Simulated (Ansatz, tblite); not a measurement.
# The cluster Li3N2−: one state, many levels

How do method and basis change the picture of the cluster Li3N2− (singlet)?

Method: as each input shows; program: Ansatz 0.2.0, Gaussian basis.

Levels to be run: GFN2-xTB, PBE-D4/def2-TZVPD, r2SCAN-D4/def2-TZVPD, r2SCANh-D4/def2-TZVPD, HSE06-D4/def2-TZVPD, ωB97X-V/def2-TZVPD, B3LYP-D4/def2-TZVPD, BHLYP-D4/def2-TZVPD, PBE-D4/def2-SVPD, PBE0-D4/def2-SVPD, HF/STO-3G, CCSD(T)/def2-TZVPPD, MP2/def2-TZVPD, RPA/def2-TZVPD.

1 further run of the same task is left out (set aside as unsound or not needed). Runs told in other sessions of the task aren't counted.

### Step 1. The relaxed structure

The geometry is that of the singlet, from an earlier relaxation (B3LYP-D4/def2-TZVPD). At that level it is the lowest of the isomers that a small search found.

5 atoms, charge -1, spin multiplicity 1.

Bond lengths: Li1–N4 1.873 Å, Li1–N5 1.895 Å, Li2–N4 1.796 Å, Li3–N4 1.873 Å, Li3–N5 1.895 Å, N4–N5 1.233 Å. Angles: N4–Li1–N5 38.2°, N4–Li3–N5 38.2°, Li1–N4–Li2 108.1°, Li1–N4–Li3 143.7°, Li1–N4–N5 71.8°, Li2–N4–Li3 108.2°, Li2–N4–N5 180.0°, Li3–N4–N5 71.9°, Li1–N5–Li3 139.9°, Li1–N5–N4 69.9°, Li3–N5–N4 69.9°.

The ion is computed in the gas phase, without counter-ions or solvent.

PBE0-D4/def2-TZVPD was run before; its log isn't repeated, and its numbers join the tables.

### Step 2. GFN2-xTB

Tight binding, by tblite at 300 K electronic temperature and without a spin-polarisation term:

```python
tblite.interface.Calculator('GFN2-xTB', numbers, positions, charge=-1, uhf=0).singlepoint()
```

Energy -180.3056 eV, HOMO -0.57 eV, LUMO -0.47 eV; 0.005 s.

### Step 3. PBE-D4/def2-TZVPD

start.molden holds the orbitals of an earlier run on this state, given as this run's starting guess.

Contents of in.yaml:

```yaml
crystal:
  periodic: [false, false, false]
  atoms:
    - {symbol: Li, position_ang: [0.148436, 1.782307, -0.426585]}
    - {symbol: Li, position_ang: [1.780164, -0.532720, 0.471181]}
    - {symbol: Li, position_ang: [-1.007463, -1.525445, 0.198057]}
    - {symbol: N, position_ang: [0.112179, -0.033721, 0.029870]}
    - {symbol: N, position_ang: [-1.033295, 0.309580, -0.272533]}
basis:
  gaussian: {orbitals: def2-TZVPD, initial_orbitals: start.molden}
total_charge: -1
hamiltonian: {xc: pbe, dispersion: d4}
scf: {omitted_lower_state_checks: [starts]}
output: {orbitals: {seedname: orbitals}}
```

Started as:

```bash
$ ansatz run in.yaml --threads 4 --pin off --events-out ev --progress --plain --max-ram 3916MiB
```

After this run come: r2SCAN-D4/def2-TZVPD; r2SCANh-D4/def2-TZVPD; HSE06-D4/def2-TZVPD; ωB97X-V/def2-TZVPD; B3LYP-D4/def2-TZVPD; BHLYP-D4/def2-TZVPD; PBE-D4/def2-SVPD; PBE0-D4/def2-SVPD; HF/STO-3G; CCSD(T)/def2-TZVPPD; MP2/def2-TZVPD; RPA/def2-TZVPD.

Before running them: what should the planned runs give, taken together? Wanted: gap in def2-TZVPD, named functionals, smallest and largest; correlation energy, CCSD(T)/def2-TZVPPD; correlation energy, MP2/def2-TZVPD; PBE0 total energy, smallest basis above largest.

The runs gave:

| quantity | value |
| --- | --- |
| gap in def2-TZVPD, named functionals, smallest and largest | 0.22 eV (PBE-D4), 2.57 eV (ωB97X-V) |
| correlation energy, CCSD(T)/def2-TZVPPD | -16.21 eV |
| correlation energy, MP2/def2-TZVPD | -14.80 eV |
| PBE0 total energy, smallest basis above largest | 3.60 eV (def2-SVPD, def2-TZVPD) |

What this shows: Over the named functionals in def2-TZVPD the gap runs from 0.22 eV (PBE-D4) to 2.57 eV (ωB97X-V); exact exchange widens it. PBE-D4, r2SCAN-D4, r2SCANh-D4, B3LYP-D4, PBE0-D4, HSE06-D4, BHLYP-D4 put the HOMO above zero; others here keep it below zero, so the sign hangs on the functional's self-interaction and doesn't show that the species is unbound. Notes on CCSD(T)/def2-TZVPPD: large T1 diagnostic.
